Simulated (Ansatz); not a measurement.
# MgCd5S6: the cost of one run

Computed with Ansatz 0.2.0 (DFT PBE, scalar-relativistic, plane waves, PAW, unless a step names another level, unless a step's input says otherwise).

## (1) The structure to begin with

It takes space group P-3m1 (No. 164, trigonal). The conventional cell has a = 3.856 Å, b = 3.856 Å, c = 18.907 Å, α = 90.00°, β = 90.00°, γ = 120.00°. Mg (site symmetry -3m) has 6 S at 2.66 Å as nearest neighbours. Cd (site symmetry -3m) has 6 S at 2.74 Å as nearest neighbours. Around Cd (site symmetry 3m) lie 6 S at 2.74 Å. Cd (site symmetry 3m) has 6 S at 2.74 to 2.75 Å as nearest neighbours. S (site symmetry 3m) is surrounded by 6 Cd at 2.74 Å. S (site symmetry 3m) is surrounded by 3 Mg at 2.66 Å and 3 Cd at 2.75 Å.

Coordinates:

```
Mg Cd S
1.0
     3.85562    0.00000    0.00000
    -1.92781    3.33906    0.00000
     0.00000    0.00000   18.90736
Mg Cd S
1 5 6
Cartesian
  0.0000 0.0000 9.4537
  0.0000 0.0000 0.0000
  0.0000 2.2260 15.7142
  1.9278 1.1130 12.5217
  0.0000 2.2260 6.3856
  1.9278 1.1130 3.1931
  1.9278 1.1130 17.3103
  0.0000 0.0000 14.1154
  0.0000 2.2260 10.9087
  1.9278 1.1130 7.9987
  0.0000 0.0000 4.7919
  0.0000 2.2260 1.5971
```

It is the end of an earlier relaxation with the same method, from a generated guess; it is a trial structure. At a tolerance of 0.02 Å it has space group P-3m1 (No. 164); it has 20.28 Å³/atom, an uncorrected energy of -0.67 eV/atom over the elements.

## (2) Bands, states and charges

input.yaml

```yaml
crystal:
  lattice:
    - [3.8556190608, 0.0, 0.0]
    - [-1.9278095304, 3.339064054, 0.0]
    - [0.0, 0.0, 18.9073554536]
  atoms:
    - { symbol: Mg, position: [0.0, 0.0, 0.5] }
    - { symbol: Cd, position: [0.0, 0.0, 0.0] }
    - { symbol: Cd, position: [0.3333333333, 0.6666666667, 0.8311164611] }
    - { symbol: Cd, position: [0.6666666667, 0.3333333333, 0.6622681354] }
    - { symbol: Cd, position: [0.3333333333, 0.6666666667, 0.3377318646] }
    - { symbol: Cd, position: [0.6666666667, 0.3333333333, 0.1688835389] }
    - { symbol: S, position: [0.6666666667, 0.3333333333, 0.9155311718] }
    - { symbol: S, position: [0.0, 0.0, 0.7465583979] }
    - { symbol: S, position: [0.3333333333, 0.6666666667, 0.5769556255] }
    - { symbol: S, position: [0.6666666667, 0.3333333333, 0.4230443745] }
    - { symbol: S, position: [0.0, 0.0, 0.2534416021] }
    - { symbol: S, position: [0.3333333333, 0.6666666667, 0.0844688282] }
basis:
  ecutwfc: 420
kpoints:
  mp_grid: { grid: [12, 12, 2] }
  band_path:
    path:
      - [[0.0, 0.0, 0.0], [0.5, 0.0, 0.0], [0.33333333, 0.33333333, 0.0], [0.0, 0.0, 0.0], [0.0, 0.0, 0.5], [0.5, 0.0, 0.5], [0.33333333, 0.33333333, 0.5], [0.0, 0.0, 0.5]]
      - [[0.5, 0.0, 0.5], [0.5, 0.0, 0.0]]
      - [[0.33333333, 0.33333333, 0.5], [0.33333333, 0.33333333, 0.0]]
    npoints: 10
hamiltonian:
  xc: pbe
scf:
  occupations: { method: gaussian, width: 0.02 }
  n_extra_bands: 30
output:
  forces: true
  stress: true
  eigenvalues: true
  populations: true
  dos: { projected: true, de: 0.02, nscf_kmesh: { grid: [18, 18, 3] } }
  bader: false
  write_density: true
  write_potential: true
  elf: true
  volumetric_format: npy
```

Command:

```
ansatz run input.yaml --threads 1 --pin off --max-ram 2560MiB --backend cpu --events-out ev --progress --plain --runs-dir out
```

What time and memory should one allow on 1 thread of Intel Xeon Platinum 8259CL at 2.50GHz (Skylake/Cascade Lake), shared host?

About 4.5 min, with a peak of 1.6 GiB.
